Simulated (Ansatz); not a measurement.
Consider a comparison of norm-conserving and PAW potentials of Li₃Ca, space group I4/mmm (Ansatz 0.2.0 through its Python package).

`run_nc_paw.py`:
```python
'''Two kinds of potentials on Li3Ca.'''

import ansatz as az
import numpy as np


def count_gap(report):
    # lowest empty less highest filled band, counting bands; zero where they overlap
    return max(report.get('gap_by_band_count_ev') or 0.0, 0.0)

lattice = az.Lattice.of(
    (-2.33244, 2.33244, 4.8905),
    (2.33244, -2.33244, 4.8905),
    (2.33244, 2.33244, -4.8905),
)
sites = [
    ('Li', (0.75, 0.25, 0.5)),
    ('Li', (0.25, 0.75, 0.5)),
    ('Li', (0.5, 0.5, 0.0)),
    ('Ca', (0.0, 0.0, 0.0)),
]
crystal = az.Crystal(lattice=lattice)
for symbol, position in sites:
    crystal = crystal.atom(symbol, position)

setup = (
    crystal.calculation()
    .occupations('fermi_dirac', width=0.05)
    .kpoints(density=3.4)
    .functional(az.Functional.LDA)
    .stress()
    .forces()
    .band_table()
)
variants = {
    'PAW': setup.pseudopotentials('paw'),
    'norm-conserving': setup.pseudopotentials('nc'),
}
# totals differ by the cores that each treatment holds, so compare what does not depend on them
rows = []
for label, variant in variants.items():
    summary = variant.run().report
    levels = np.array(summary['eigenvalues_ev'][0]) - summary['fermi_energy_ev']
    print(label, 'levels at the first k-point near E_F:', np.round(levels[np.abs(levels) < 5], 3))
    rows.append((label, summary['n_electrons'], np.trace(summary['stress_gpa']) / 3, float(np.abs(summary['forces_ev_ang']).max()), count_gap(summary)))
print('     treatment  electrons in bands           P GPa  max force component eV/A  gap by band count eV')
for row in rows:
    print(f'{str(row[0]):>14s}  {row[1]:18.1f}  {row[2]:14.3f}  {row[3]:24.4f}  {row[4]:20.3f}')
```

How well do the two treatments of the cores agree on the pressure?

PAW gives -1.281 GPa and norm-conserving -1.279 GPa, 0.001 GPa apart. They took 3.0 and 7.8 s of processor time.

The output:

```console
$ python run_nc_paw.py
DeckWarning: basis.ecutwfc = 420 eV, auto-derived from the records' recommended cutoffs: set by Li (normal level)
PAW levels at the first k-point near E_F: [-3.632  0.869  1.048  1.164  1.301  1.301  2.69 ]
DeckWarning: basis.ecutwfc = 1006.821291 eV, auto-derived from the records' recommended cutoffs: set by Li (normal level)
norm-conserving levels at the first k-point near E_F: [-3.632  0.868  1.049  1.162  1.299  1.299  2.686]
     treatment  electrons in bands           P GPa  max force component eV/A  gap by band count eV
           PAW                19.0          -1.281                    0.0000                 0.000
norm-conserving                19.0          -1.279                    0.0000                 0.000
```
(Warnings from the package without file and line.)

Reading the output:
- The computed bands are complete only to about 1.5 eV above the Fermi level.
- The mesh is modest for a metal, so energies can be off by several to tens of meV an atom and pressures by half a GPa or more; differences at equal mesh fare better.
- A gap by band count of zero or less means overlapping bands, a metal, and at an odd count of electrons it is no gap at all.
- This cell is a computed structure, which may not be the phase found in nature.
- Gaps and levels are Kohn-Sham values on a finite set of k-points.
- Stress is positive in compression.
- Run time: 14 s on 1 thread of Intel(R) Xeon(R) Processor @ 2.30GHz, with other jobs on the host, peak memory 0.7 GiB.
